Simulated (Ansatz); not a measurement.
# K2NiO2: how the settings move a single-point run

Aim: see which settings change the result for K2NiO2, by how much, and at what cost.

Program: Ansatz 0.2.0. Level of theory: reference: DFT, r2SCAN, PAW with Ansatz's default frozen-core files, scalar-relativistic. These are calculated values, not measurements.

5 further runs of the same task are left out: 5 that didn't finish.

**1. Starting point**

The structure is tetragonal, space group I4mm (No. 107). The conventional cell has a = 3.924 Å, b = 3.924 Å, c = 12.740 Å, α = 90.00°, β = 90.00°, γ = 90.00°. K (site symmetry 4mm) has 5 O at 2.71 to 2.84 Å as nearest neighbours. K (site symmetry 4mm) is surrounded by 5 O at 2.79 to 3.03 Å. Around Ni (site symmetry 4mm) lie 1 O at 1.05 Å. O (site symmetry 4mm) is surrounded by 1 Ni at 1.05 Å. Around O (site symmetry 4mm) lie 1 Ni at 2.01 Å and 5 K at 2.71 to 2.79 Å.

As a file:

```cif
data_structure
_symmetry_space_group_name_H-M 'I4mm'
_symmetry_Int_Tables_number 107
_cell_length_a 3.9237
_cell_length_b 3.9237
_cell_length_c 12.7397
_cell_angle_alpha 90.000
_cell_angle_beta 90.000
_cell_angle_gamma 90.000
_cell_volume 196.13
loop_
_atom_site_label
_atom_site_type_symbol
_atom_site_symmetry_multiplicity
_atom_site_Wyckoff_symbol
_atom_site_fract_x
_atom_site_fract_y
_atom_site_fract_z
_atom_site_occupancy
K1 K 2 a 0.50000 0.50000 0.15441 1
K2 K 2 a 0.00000 0.00000 0.34559 1
Ni1 Ni 2 a 0.00000 0.00000 0.02522 1
O1 O 2 a 0.00000 0.00000 0.10750 1
O2 O 2 a 0.50000 0.50000 0.36729 1
```

**2. The reference run**

The input, input.yaml:

```yaml
crystal:
  lattice:
    - [-1.9618346531, 1.9618346531, 6.3698630516]
    - [1.9618346531, -1.9618346531, 6.3698630516]
    - [1.9618346531, 1.9618346531, -6.3698630516]
  atoms:
    - { symbol: K, position: [0.6544074, 0.6544074, 0.0] }
    - { symbol: K, position: [0.3455926, 0.3455926, 0.0] }
    - { symbol: Ni, position: [0.025215052, 0.025215052, 0.0], spin: 1.5 }
    - { symbol: O, position: [0.107495748, 0.107495748, 0.0], spin: 1.0 }
    - { symbol: O, position: [0.8672892, 0.8672892, 0.0], spin: 1.0 }
magnetization:
  spin_polarized: true
kpoints:
  mp_grid: { grid: [7, 7, 7] }
scf:
  occupations: { method: fermi_dirac, width: 0.03 }
hamiltonian:
  xc: r2scan
  pseudopotentials: { kind: paw }
output:
  forces: true
  stress: true
  eigenvalues: true
  efg: { contact_densities: true }
  populations: true
```

Started as:

```bash
ansatz run input.yaml --threads 3 --pin off --max-ram 10240MiB --backend cpu --events-out ev --progress --plain --runs-dir out
```

**3. Changed: eigensolver.kind davidson, basis.precision f64**

input.yaml, as its differences from that of step 2:

```diff
@@ -17,2 +17,3 @@
   occupations: { method: fermi_dirac, width: 0.03 }
+  eigensolver: { kind: davidson }
 hamiltonian:
@@ -26 +27,3 @@
   populations: true
+basis:
+  precision: f64
```

**4. Changed: eigensolver.kind davidson, basis.precision f64, ecutwfc 44.1 Ry**

input.yaml, as its differences from that of step 2:

```diff
@@ -17,2 +17,3 @@
   occupations: { method: fermi_dirac, width: 0.03 }
+  eigensolver: { kind: davidson }
 hamiltonian:
@@ -26 +27,4 @@
   populations: true
+basis:
+  precision: f64
+  ecutwfc: "44.1 Ry"
```

Before running it: what results should come out? Wanted: for each run, ending; energy change; pressure; abs. moment; force.

**Answer**, as computed:

```tsv
run	ending	energy change	pressure (GPa)	abs. moment (μB)	force (eV/Å)	cycles	time
reference	converged	0	73.1	2.11	134.29	22	1.8 min
1: eigensolver.kind davidson, basis.precision f64	converged	0.0 meV/atom	73.1	2.11	134.29	24	2.3 min
2: eigensolver.kind davidson, basis.precision f64, ecutwfc 44.1 Ry	converged	-22.5 meV/atom	72.7	2.11	133.64	25	3.1 min
```

Residual by cycle in the longest SCF loop of each run; runs are numbered as in the table. The quantity is the density residual dr2, in eV.

```tsv
cycle	reference	run 1	run 2
1	18.5	15.9	15.6
3	1.61	1.67	1.67
5	0.415	0.41	0.42
8	0.0456	0.0514	0.064
10	0.00507	0.00568	0.00686
12	0.00101	0.00104	0.00141
14	6.6e-5	8.4e-5	1.2e-4
16	1.3e-5	2.3e-5	3.8e-5
18	1.4e-6	3.2e-6	2.4e-6
21	6.0e-8	2.3e-7	4.1e-7
23	-	3.6e-8	1.1e-7
25	-	-	2.6e-8
```

What this shows: Of the converged runs whose energies compare with the reference's, «eigensolver.kind davidson, basis.precision f64, ecutwfc 44.1 Ry» moves the energy most (-22.5 meV/atom) and «eigensolver.kind davidson, basis.precision f64» least (0.0 meV/atom). The pressure spans 72.7 to 73.1 GPa over the reference and the converged variants. The structure is not at rest: the sound run finds 73 GPa, so these are no properties of the relaxed crystal. 
